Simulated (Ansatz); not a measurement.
# Al2Au: the cost of one run

Program: Ansatz 0.2.0. Level of theory: DFT PBEsol, scalar-relativistic, plane waves, PAW. These are calculated values, not measurements.

1 further run of the same task is left out (set aside as unsound or not needed).

## 1. The starting structure

It takes space group Fm-3m (No. 225, cubic). Conventional cell: a = 6.003 Å, b = 6.003 Å, c = 6.003 Å, α = 90.00°, β = 90.00°, γ = 90.00°. Around Al (site symmetry -43m) lie 4 Au at 2.60 Å. Around Au (site symmetry m-3m) lie 8 Al at 2.60 Å.

Structure file:

```xyz
3
Lattice="0.0000 3.0015 3.0015 3.0015 0.0000 3.0015 3.0015 3.0015 0.0000" Properties=species:S:1:pos:R:3 pbc="T T T"
Al    1.5007    1.5007    1.5007
Al    4.5022    4.5022    4.5022
Au    0.0000    0.0000    0.0000
```

This cell was relaxed beforehand with the same method: volume 18.03 Å³/atom, gap on the mesh none (metal).

## 2. Electronic structure at the relaxed geometry

input.yaml

```yaml
crystal:
  lattice:
    - [0.0, 3.0014927459, 3.0014927459]
    - [3.0014927459, 0.0, 3.0014927459]
    - [3.0014927459, 3.0014927459, 0.0]
  atoms:
    - { symbol: Al, position: [0.25, 0.25, 0.25] }
    - { symbol: Al, position: [0.75, 0.75, 0.75] }
    - { symbol: Au, position: [0.0, 0.0, 0.0] }
basis:
  ecutwfc: 420
kpoints:
  mp_grid: { grid: [12, 12, 12] }
  band_path:
    path:
      - [[0.0, 0.0, 0.0], [0.5, 0.0, 0.5], [0.625, 0.25, 0.625]]
      - [[0.375, 0.375, 0.75], [0.0, 0.0, 0.0], [0.5, 0.5, 0.5], [0.5, 0.25, 0.75], [0.5, 0.0, 0.5]]
    npoints: 14
hamiltonian:
  xc: pbesol
scf:
  occupations: { method: gaussian, width: 0.1 }
  n_extra_bands: 7
output:
  forces: true
  stress: true
  eigenvalues: true
  populations: true
  dos: { projected: true, de: 0.02, nscf_kmesh: { grid: [18, 18, 18] } }
  bader: true
  write_density: true
  write_potential: true
  elf: true
  volumetric_format: npy
```

On the command line:

```bash
$ ansatz run input.yaml --threads 1 --pin off --max-ram 2560MiB --backend cpu --events-out ev --progress --plain --runs-dir out
```

**Question.** How long does this run take on 1 thread of Arm Neoverse V1, shared host, and how much memory does it need?

About 36 s, with a peak of 0.38 GiB.
